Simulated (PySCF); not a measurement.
# TaOCl3: structure of the singlet

The task is one start of a wider search on TaOCl3: the singlet, from a see-saw (ligand arrangement 1) start. It is relaxed, tested by its Hessian and followed downhill if it is a saddle.

Method: PBE0, basis Ta def2-SVP with ECP60, O def2-SVP, Cl def2-SVP, scalar-relativistic core potentials, no spin–orbit coupling, density fitting; program: PySCF 2.14.0.

**1. Where the work starts**

5 atoms, charge 0, spin multiplicity 1.

Bond lengths: Ta1–O2 1.830 Å, Ta1–Cl3 2.450 Å, Ta1–Cl4 2.450 Å, Ta1–Cl5 2.450 Å. Angles: O2–Ta1–Cl3 86.9°, O2–Ta1–Cl4 86.9°, O2–Ta1–Cl5 104.0°, Cl3–Ta1–Cl4 170.0°, Cl3–Ta1–Cl5 86.9°, Cl4–Ta1–Cl5 86.9°.

Coordinates in bohr (charge 0 multiplicity 1):
```
Ta   -0.2782    0.0000   -0.5365
O    -3.0034    0.0000    1.5926
Cl   -0.2782    4.6123   -0.1331
Cl   -0.2782   -4.6123   -0.1331
Cl    3.3701    0.0000    2.3139
```

**2. Relaxing the singlet from the see-saw (ligand arrangement 1) start**

The steps below are one call of a driver around PySCF. For each, scf.py gives the equivalent set-up of the SCF; relaxations use the driver's own optimiser. Before each start the driver seeks the lowest SCF state from one or more starting densities and follows internal instabilities, so scf.py alone need not reach the same state.

The program finds Cs symmetry in the start, which this walk keeps.

Input file scf.py:

```python
from pyscf import gto, scf, dft
mol = gto.M(atom='''
Ta    -0.147241     0.000000    -0.283917
O     -1.589341     0.000000     0.842783
Cl    -0.147241     2.440700    -0.070417
Cl    -0.147241    -2.440700    -0.070417
Cl     1.783359     0.000000     1.224483''',
    basis={'Ta': 'def2-SVP', 'O': 'def2-SVP', 'Cl': 'def2-SVP'},
    ecp={'Ta': 'def2-SVP'},
    charge=0, spin=0)
mf = dft.RKS(mol, xc='PBE0')
mf.grids.atom_grid = (50, 194)
aux = {'Ta': 'def2-universal-JKFIT', 'O': 'def2-universal-JKFIT', 'Cl': 'def2-universal-JKFIT'}
mf = mf.density_fit(auxbasis=aux)
mf.kernel()
```

Energy and gradient, step by step:

```csv
step,energy (Eh),change (kJ/mol),largest symmetric gradient (Eh/bohr)
0,-1511.966516,0.00,0.15146
1,-1512.012484,-120.69,0.03132
2,-1512.033320,-175.39,0.02236
3,-1512.054837,-231.89,0.01873
4,-1512.069000,-269.07,0.01723
5,-1512.076566,-288.94,0.01086
6,-1512.078687,-294.50,0.01071
7,-1512.079471,-296.56,0.00159
8,-1512.079510,-296.66,0.00081
9,-1512.079519,-296.69,0.00036
10,-1512.079524,-296.70,0.00016
11,-1512.079524,-296.70,0.00005
```

The walk ran for 37 s (4 threads, shared host).

After 11 steps and 296.7 kJ/mol it ends at C3v: Ta–Cl 2.293 Å (×3), Ta–O 1.701 Å; Cl–Ta–Cl 112.0°, Cl–Ta–Cl 112.4° (×2), Cl–Ta–O 106.4° (×2), Cl–Ta–O 106.7°.

**3. Is it a minimum? Harmonic modes**

On the finer grid the gradient is checked again; gradients at displacements of ±0.01 bohr then give force constants and infrared intensities.

Changes to scf.py since step 2:

```diff
@@ -3,5 +3,5 @@
-Ta    -0.147241     0.000000    -0.283917
-O     -1.589341     0.000000     0.842783
-Cl    -0.147241     2.440700    -0.070417
-Cl    -0.147241    -2.440700    -0.070417
-Cl     1.783359     0.000000     1.224483''',
+Ta    -0.116262     0.000000     0.083855
+O     -1.495700     0.000000     1.078793
+Cl    -0.219949     1.900843    -1.194487
+Cl    -0.219949    -1.900843    -1.194487
+Cl     1.706011     0.000000     1.475774''',
@@ -12 +12 @@
-mf.grids.atom_grid = (50, 194)
+mf.grids.atom_grid = (75, 302)
```

This SCF starts from the last density.

SCF at the final geometry:

```text
init E= -1512.07969321365
  HOMO = -0.360837319737917  LUMO = -0.102843309858497  gap/eV = 7.02037
cycle= 1 E= -1512.07969321311  delta_E= 5.42e-10  |g|= 5.1e-05  |ddm|= 8.2e-05
  HOMO = -0.360836349483397  LUMO = -0.102828808277565  gap/eV = 7.02074
cycle= 2 E= -1512.07969321042  delta_E= 2.69e-09  |g|= 0.000115  |ddm|= 0.000166
  HOMO = -0.360836166188496  LUMO = -0.102838388429162  gap/eV = 7.02048
cycle= 3 E= -1512.0796932137  delta_E= -3.29e-09  |g|= 2.52e-05  |ddm|= 0.000112
  HOMO = -0.360836819509679  LUMO = -0.102838659353524  gap/eV = 7.02049
cycle= 4 E= -1512.07969321383  delta_E= -1.31e-10  |g|= 1.09e-07  |ddm|= 1.77e-05
  HOMO = -0.360836804532754  LUMO = -0.102838641225235  gap/eV = 7.02049
cycle= 5 E= -1512.07969321383  delta_E= -1.14e-12  |g|= 4.05e-09  |ddm|= 1.35e-07
  HOMO = -0.360836804668763  LUMO = -0.102838641506533  gap/eV = 7.02049
Extra cycle  E= -1512.07969321384  delta_E= -2.05e-12  |g|= 2.91e-09  |ddm|= 8.75e-09
converged SCF energy = -1512.07969321384
```

The whole step took 57 s.

Geometry: C3v; Ta–Cl 2.293 Å (×3), Ta–O 1.701 Å; Cl–Ta–Cl 112.0° (×3), Cl–Ta–O 106.8° (×3).

Harmonic modes (main isotopes):

```json
{"symmetry": "e", "ω (cm⁻¹)": "100", "IR (km/mol)": "1.5", "μ (u)": "36.85", "type": "bend"}
{"symmetry": "a1", "ω (cm⁻¹)": "117", "IR (km/mol)": "2.4", "μ (u)": "42.83", "type": "bend"}
{"symmetry": "e", "ω (cm⁻¹)": "228", "IR (km/mol)": "7.0", "μ (u)": "18.83", "type": "bend"}
{"symmetry": "a1", "ω (cm⁻¹)": "400", "IR (km/mol)": "10.8", "μ (u)": "36.27", "type": "stretch"}
{"symmetry": "e", "ω (cm⁻¹)": "421", "IR (km/mol)": "164", "μ (u)": "42.99", "type": "stretch"}
{"symmetry": "a1", "ω (cm⁻¹)": "1038", "IR (km/mol)": "137", "μ (u)": "17.31", "type": "stretch"}
```

Every mode is real; the point is a minimum.

Constants and moments:

* Dipole moment: 1.54 D
* Highest occupied level: -9.82 eV
* Lowest empty level: -2.80 eV
* Rotational constants: 0.0497, 0.0497, 0.03336 cm⁻¹
* Zero-point energy: 18.3 kJ/mol
* Principal polarisabilities: 56.0, 69.5, 69.5 bohr³
* Atomisation energy without zero-point energy: 2157 kJ/mol
* Principal traceless quadrupole moments about the centre of mass: -3.07, 1.54, 1.54 D Å
* Entropy at 298.15 K and 1 bar: 363.6 J/(mol K)
* Heat capacity Cp at 298.15 K: 92.2 J/(mol K)
* Enthalpy at 298.15 K above 0 K: 20.76 kJ/mol
* Rotational symmetry number: 3

Populations by atom (charges in e):

```tsv
atom	Mulliken	Löwdin	polar tensor	Mayer order to Ta1
Ta1	0.91	-0.41	2.19	–
O2	-0.27	-0.08	-0.71	2.31
Cl3,4,5	-0.21	0.17	-0.49	1.21
```

Outer orbital energies (eV). occupied: -11.50, -11.50, -10.56, -10.56, -10.14, -10.00, -9.82, -9.82; empty: -2.80, -2.80, -1.05, -1.05.

Mulliken populations on Ta1 (outside its core potential): s 2.46, p 6.38, d 3.07, f 0.18.

**4. Would spin polarisation lower it?**

At the lowest minimum the closed shell is tested against spin polarisation, on the (50, 194) grid. It is stable.

**5. What came out**

| quantity | value |
| --- | --- |
| minimum | singlet, C3v |
| geometry | Ta–Cl 2.293 Å (×3), Ta–O 1.701 Å; Cl–Ta–Cl 112.0° (×3), Cl–Ta–O 106.8° (×3) |
| wavenumbers (cm⁻¹) | 100 (e), 117 (a1), 228 (e), 400 (a1), 421 (e), 1038 (a1) |
| dipole moment | 1.54 D |
| highest occupied, lowest empty level | -9.82, -2.80 eV |
| polar-tensor charge of Ta1 | +2.19 e |
| zero-point energy | 18.3 kJ/mol |
| entropy at 298.15 K | 363.6 J/(mol K) |
| atomisation energy (no zero-point energy) | 2157 kJ/mol |

The see-saw (ligand arrangement 1) start (Cs) ends in a minimum of C3v symmetry. In the infrared the band at 421 cm⁻¹ (e, stretch) leads. Other starts or spin states, not run here, may lie lower. Spin–orbit coupling, left out here, can matter for elements this heavy.

The search up to here took 1.8 min.
